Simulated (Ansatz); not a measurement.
# FGaH2O2: basis-set convergence

The task here is to estimate one member of a computed series from the others.

Computed with Ansatz 0.2.0, Gaussian basis. Level: one geometry, several basis sets.

Plan: PBE0-D4/def2-SVP; ωB97M-V/def2-SVP; PBE0-D4/def2-QZVPP; ωB97M-V/def2-QZVPP; the functionals' def2-TZVPP values are taken from earlier runs.

### Structure used throughout

All runs share one geometry, relaxed beforehand with PBE0-D4 in a triple-zeta def2 set.

SMILES `[OH][Ga]([OH])[F]`, 6 atoms, charge 0, spin multiplicity 1.

Atoms are counted from 1 here; the program's logs count them from 0.

Bond lengths: O1–Ga2 1.769 Å, O1–H5 0.960 Å, Ga2–O3 1.762 Å, Ga2–F4 1.743 Å, O3–H6 0.961 Å. Angles: Ga2–O1–H5 113.2°, O1–Ga2–O3 123.2°, O1–Ga2–F4 118.9°, O3–Ga2–F4 117.8°, Ga2–O3–H6 112.9°.

Set-up of the first run:

The input, in.yaml:

```yaml
crystal:
  periodic: [false, false, false]
  atoms:
    - {symbol: O, position_ang: [-0.297173, 1.350985, -0.574850]}
    - {symbol: Ga, position_ang: [-0.068172, -0.342443, -0.117632]}
    - {symbol: O, position_ang: [0.794439, -0.842324, 1.335316]}
    - {symbol: F, position_ang: [-0.722554, -1.588787, -1.144839]}
    - {symbol: H, position_ang: [-0.788788, 1.459041, -1.392790]}
    - {symbol: H, position_ang: [1.124248, -0.100371, 1.848495]}
basis:
  gaussian: {orbitals: def2-SVP}
hamiltonian: {xc: pbe0, dispersion: d4}
output: {orbitals: {seedname: orbitals}}
```

Steps of the session up to this table: PBE0-D4 in def2-SVP; ωB97M-V in def2-SVP; PBE0-D4 in def2-QZVPP; ωB97M-V in def2-QZVPP.

One of the session's tables, all rows but one given; the rest of the session is left out.

It belongs to the step «Density functionals: the series». 

```
functional       basis  HOMO (eV)
   PBE0-D4    def2-SVP      -9.06
   PBE0-D4  def2-TZVPP          ?
   PBE0-D4  def2-QZVPP      -9.41
   ωB97M-V    def2-SVP     -11.51
   ωB97M-V  def2-TZVPP     -11.83
   ωB97M-V  def2-QZVPP     -11.90
```

**Question.** Estimate the row for PBE0-D4, def2-TZVPP.

As computed: HOMO (eV): -9.34. In the column «HOMO (eV)» it lies between PBE0-D4, def2-QZVPP (-9.41) and PBE0-D4, def2-SVP (-9.06).
